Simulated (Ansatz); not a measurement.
# C₅H₂BClF₆O₃: one species, many methods

The task here is to estimate one member of a computed series from the others.

The runs use Ansatz 0.2.0, Gaussian basis; functionals in def2-TZVPP, the program's frozen cores in correlated methods.

Plan: LDA (SPW92), PBE-D4, revPBE-D4, BLYP-D4, r2SCAN-D4, B97M-V, PBE0-D4, B3LYP-D4, r2SCANh-D4, r2SCAN0-D4, HSE06-D4, BHLYP-D4, CAM-B3LYP-D4, LC-ωPBE, ωB97X-V, ωB97M-V, B2PLYP, PBE-QIDH; CCSD(T)/def2-SVP; CCSD(T)/def2-TZVPP; MP2/def2-QZVPP; extrapolation to the limit; RPA on PBE.

## Structure used throughout

All runs share one geometry, relaxed beforehand with PBE0-D4 in a triple-zeta def2 set.

SMILES `O[B-]1(Cl)OC(C(F)(F)F)=CC(C(F)(F)F)=[O+]1`, 18 atoms, charge 0, spin multiplicity 1.

Atoms are counted from 1 here; the program's logs count them from 0.

Bond lengths: O1–B2 1.375 Å, O1–H17 0.957 Å, B2–Cl3 1.835 Å, B2–O4 1.534 Å, B2–O16 1.534 Å, O4–C5 1.263 Å, C5–C6 1.529 Å, C5–C10 1.383 Å, C6–F7 1.326 Å, C6–F8 1.331 Å, C6–F9 1.328 Å, C10–C11 1.383 Å, C10–H18 1.076 Å, C11–C12 1.529 Å, C11–O16 1.263 Å, C12–F13 1.326 Å, C12–F14 1.331 Å, C12–F15 1.328 Å. Angles: B2–O1–H17 113.3°, O1–B2–Cl3 117.6°, O1–B2–O4 109.6°, O1–B2–O16 109.6°, Cl3–B2–O4 106.8°, Cl3–B2–O16 106.8°, O4–B2–O16 105.6°, B2–O4–C5 122.4°, O4–C5–C6 113.8°, O4–C5–C10 124.6°, C6–C5–C10 121.5°, C5–C6–F7 110.0°, C5–C6–F8 111.0°, C5–C6–F9 109.9°, F7–C6–F8 108.5°, F7–C6–F9 108.8°, F8–C6–F9 108.5°, C5–C10–C11 115.3° and more.

Set-up of the first run:

File in.yaml:

```yaml
crystal:
  periodic: [false, false, false]
  atoms:
    - {symbol: O, position_ang: [1.017933, -0.414519, 2.789407]}
    - {symbol: B, position_ang: [0.081378, -0.536980, 1.790291]}
    - {symbol: Cl, position_ang: [-1.482003, -1.409842, 2.192102]}
    - {symbol: O, position_ang: [-0.306413, 0.854665, 1.274137]}
    - {symbol: C, position_ang: [-0.511537, 1.090786, 0.049965]}
    - {symbol: C, position_ang: [-1.058283, 2.492071, -0.225915]}
    - {symbol: F, position_ang: [-2.195417, 2.673538, 0.431329]}
    - {symbol: F, position_ang: [-1.287924, 2.666843, -1.525037]}
    - {symbol: F, position_ang: [-0.181473, 3.405616, 0.173919]}
    - {symbol: C, position_ang: [-0.229775, 0.209467, -0.977975]}
    - {symbol: C, position_ang: [0.451267, -0.934915, -0.604567]}
    - {symbol: C, position_ang: [1.027492, -1.897095, -1.644187]}
    - {symbol: F, position_ang: [0.563185, -3.121571, -1.437146]}
    - {symbol: F, position_ang: [0.695507, -1.521406, -2.876913]}
    - {symbol: F, position_ang: [2.352075, -1.919651, -1.552686]}
    - {symbol: O, position_ang: [0.700186, -1.264407, 0.589513]}
    - {symbol: H, position_ang: [0.744614, -0.813997, 3.615005]}
    - {symbol: H, position_ang: [-0.418512, 0.452995, -2.009338]}
basis:
  gaussian: {orbitals: def2-TZVPP}
hamiltonian: {xc: lda}
output: {orbitals: {seedname: orbitals}}
```

On the command line:

```bash
$ ansatz run in.yaml --threads 10 --pin off --events-out ev --progress --plain --max-ram 110592MiB --backend cuda --devices 0, --max-vram 75GiB
```

Steps of the session up to this table: LDA; PBE-D4 (GGA); revPBE-D4 (GGA); BLYP-D4 (GGA); r2SCAN-D4 (meta-GGA); B97M-V (meta-GGA); B3LYP-D4 (hybrid); r2SCANh-D4 (hybrid); r2SCAN0-D4 (hybrid); HSE06-D4 (hybrid); BHLYP-D4 (hybrid); CAM-B3LYP-D4 (range-separated); LC-ωPBE (range-separated); ωB97X-V (range-separated); ωB97M-V (range-separated); B2PLYP (double hybrid); PBE-QIDH (double hybrid).

One of the session's tables, all rows but one given; the rest of the session is left out.

It belongs to the step «Orbital energies across the functionals». 

| functional | HOMO (eV) | LUMO (eV) | gap (eV) |
| --- | --- | --- | --- |
| LDA (SPW92) | -7.53 | -4.83 | 2.70 |
| PBE-D4 | -7.32 | -4.51 | 2.82 |
| revPBE-D4 | -7.24 | -4.39 | 2.85 |
| BLYP-D4 | -7.17 | -4.39 | 2.79 |
| r2SCAN-D4 | -7.67 | -4.50 | 3.17 |
| B97M-V | -7.75 | -4.39 | 3.36 |
| PBE0-D4 | -8.73 | -3.78 | 4.94 |
| B3LYP-D4 | -8.47 | -3.99 | 4.48 |
| r2SCANh-D4 | -8.19 | -4.22 | 3.97 |
| r2SCAN0-D4 | ? | ? | ? |
| HSE06-D4 | -8.32 | -4.16 | 4.16 |
| BHLYP-D4 | -9.95 | -2.86 | 7.10 |
| CAM-B3LYP-D4 | -10.11 | -2.73 | 7.38 |
| LC-ωPBE | -11.42 | -1.62 | 9.80 |
| ωB97X-V | -11.09 | -1.62 | 9.46 |
| ωB97M-V | -10.97 | -1.65 | 9.32 |

Q: Estimate the row for r2SCAN0-D4 from the others.

Worked estimate for «HOMO (eV)». Against the share of exact exchange, r2SCAN-D4 (0, -7.67), r2SCANh-D4 (0.1, -8.19) give a slope of -5.20 per unit share; at 0.25 the line stands at -8.97.

The run gave: HOMO (eV): -8.96; LUMO (eV): -3.78; gap (eV): 5.18. In «HOMO (eV)» the line misses by -0.01.
